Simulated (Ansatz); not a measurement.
# C3H6GaN: how energies converge with the basis set

Aim: see how fast density functionals converge with the basis set for C3H6GaN.

Method: one geometry, several basis sets; program: Ansatz 0.2.0, Gaussian basis.

Levels to be run: PBE0-D4/def2-SVP; ωB97M-V/def2-SVP; PBE0-D4/def2-QZVPP; ωB97M-V/def2-QZVPP; the functionals' def2-TZVPP values are taken from earlier runs.

## (1) Structure used throughout

An earlier PBE0-D4 in a triple-zeta def2 set relaxation fixed the geometry.

SMILES `[CH3][Ga]([CH3])[C]#N`, 11 atoms, charge 0, spin multiplicity 1.

Atoms are counted from 1 here; the program's logs count them from 0.

Bond lengths: C1–Ga2 1.952 Å, C1–H6 1.090 Å, C1–H7 1.093 Å, C1–H8 1.093 Å, Ga2–C3 1.952 Å, Ga2–C4 1.971 Å, C3–H9 1.093 Å, C3–H10 1.090 Å, C3–H11 1.093 Å, C4–N5 1.154 Å. Angles: Ga2–C1–H6 112.5°, Ga2–C1–H7 109.7°, Ga2–C1–H8 109.6°, H6–C1–H7 109.0°, H6–C1–H8 108.9°, H7–C1–H8 107.0°, C1–Ga2–C3 131.5°, C1–Ga2–C4 114.2°, C3–Ga2–C4 114.2°, Ga2–C3–H9 109.7°, Ga2–C3–H10 112.5°, Ga2–C3–H11 109.6°, H9–C3–H10 109.0°, H9–C3–H11 107.0°, H10–C3–H11 108.9°, Ga2–C4–N5 180.0°.

## (2) PBE0-D4 in def2-SVP

in.yaml

```yaml
crystal:
  periodic: [false, false, false]
  atoms:
    - {symbol: C, position_ang: [-1.810449, 0.309873, 0.373915]}
    - {symbol: Ga, position_ang: [0.058938, 0.104914, -0.149644]}
    - {symbol: C, position_ang: [1.491083, -1.006632, 0.574342]}
    - {symbol: C, position_ang: [0.596764, 1.219766, -1.683016]}
    - {symbol: N, position_ang: [0.912333, 1.872750, -2.580726]}
    - {symbol: H, position_ang: [-2.076750, -0.316957, 1.224852]}
    - {symbol: H, position_ang: [-2.009040, 1.354612, 0.626482]}
    - {symbol: H, position_ang: [-2.457935, 0.056972, -0.469641]}
    - {symbol: H, position_ang: [2.324682, -0.373419, 0.888824]}
    - {symbol: H, position_ang: [1.164237, -1.608735, 1.422046]}
    - {symbol: H, position_ang: [1.871436, -1.670146, -0.206634]}
basis:
  gaussian: {orbitals: def2-SVP}
hamiltonian: {xc: pbe0, dispersion: d4}
output: {orbitals: {seedname: orbitals}}
```

The run is started by

```console
ansatz run in.yaml --threads 2 --pin off --events-out ev --progress --plain --max-ram 32768MiB --backend cpu
```

The runs that follow: ωB97M-V in def2-SVP; PBE0-D4 in def2-QZVPP; ωB97M-V in def2-QZVPP.

Before running them: what should the planned runs give, taken together? Wanted: PBE0-D4: double and triple zeta above quadruple; ωB97M-V: double and triple zeta above quadruple.

**Answer**, as computed:

| quantity | value |
| --- | --- |
| PBE0-D4: double and triple zeta above quadruple | 13.52, 1.44 eV |
| ωB97M-V: double and triple zeta above quadruple | 13.71, 1.39 eV |

What this shows: PBE0-D4 gains 12.08 eV from double to triple zeta, then 1.44 eV more. Total energies overstate the basis error of differences, where much of it tends to cancel.
